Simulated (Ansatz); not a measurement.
# GeW4: the cost of one run

Method: DFT PBE, scalar-relativistic, plane waves, PAW, in Ansatz 0.2.0.

1 further run of the same task is left out (it didn't finish). Runs told in other sessions of the task aren't counted.

## (1) The system as given

Symmetry: P6/mmm, No. 191, hexagonal system. The conventional cell has a = 3.992 Å, b = 3.992 Å, c = 7.898 Å, α = 90.00°, β = 90.00°, γ = 120.00°. Ge (site symmetry 6/mmm) has 6 W at 2.30 Å in its first shell of neighbours. Around W (site symmetry -6m2) lie 3 W at 2.30 Å and 3 Ge at 2.30 Å. W (site symmetry 6mm) has 1 W at 2.15 Å in its first shell of neighbours.

Coordinates:

```
CELL_PARAMETERS angstrom
3.99161 0.00000 0.00000
-1.99580 3.45683 0.00000
0.00000 0.00000 7.89808
ATOMIC_POSITIONS crystal
Ge 0.00000 0.00000 0.50000
W 0.33333 0.66667 0.50000
W 0.66667 0.33333 0.50000
W 0.00000 0.00000 0.13614
W 0.00000 0.00000 0.86386
```

The cell is invented: random cell by space group and Wyckoff sites (P6/mmm, No. 191). Lengths come from tabulated atomic sizes and are only a guess.

## (2) A first look at the guess

Contents of input.yaml:

```yaml
crystal:
  lattice:
    - [3.99160805, 0.0, 0.0]
    - [-1.99580403, 3.45683398, 0.0]
    - [0.0, 0.0, 7.89807522]
  atoms:
    - { symbol: Ge, position: [0.0, 0.0, 0.5] }
    - { symbol: W, position: [0.33333333, 0.66666667, 0.5] }
    - { symbol: W, position: [0.66666667, 0.33333333, 0.5] }
    - { symbol: W, position: [0.0, 0.0, 0.13614296] }
    - { symbol: W, position: [0.0, 0.0, 0.86385704] }
basis:
  ecutwfc: 420
kpoints:
  mp_grid: { grid: [6, 6, 2] }
hamiltonian:
  xc: pbe
scf:
  occupations: { method: gaussian, width: 0.1 }
  lower_state_search: "off"
output:
  forces: true
  stress: true
  eigenvalues: true
```

On the command line:

```sh
ansatz run input.yaml --threads 1 --pin off --max-ram 2560MiB --backend cpu --events-out ev --progress --plain --runs-dir out
```

**Question.** How long does this run take on 1 thread of Arm Neoverse V1, shared host, and how much memory does it need?

About 4.3 s, with a peak of 0.37 GiB.
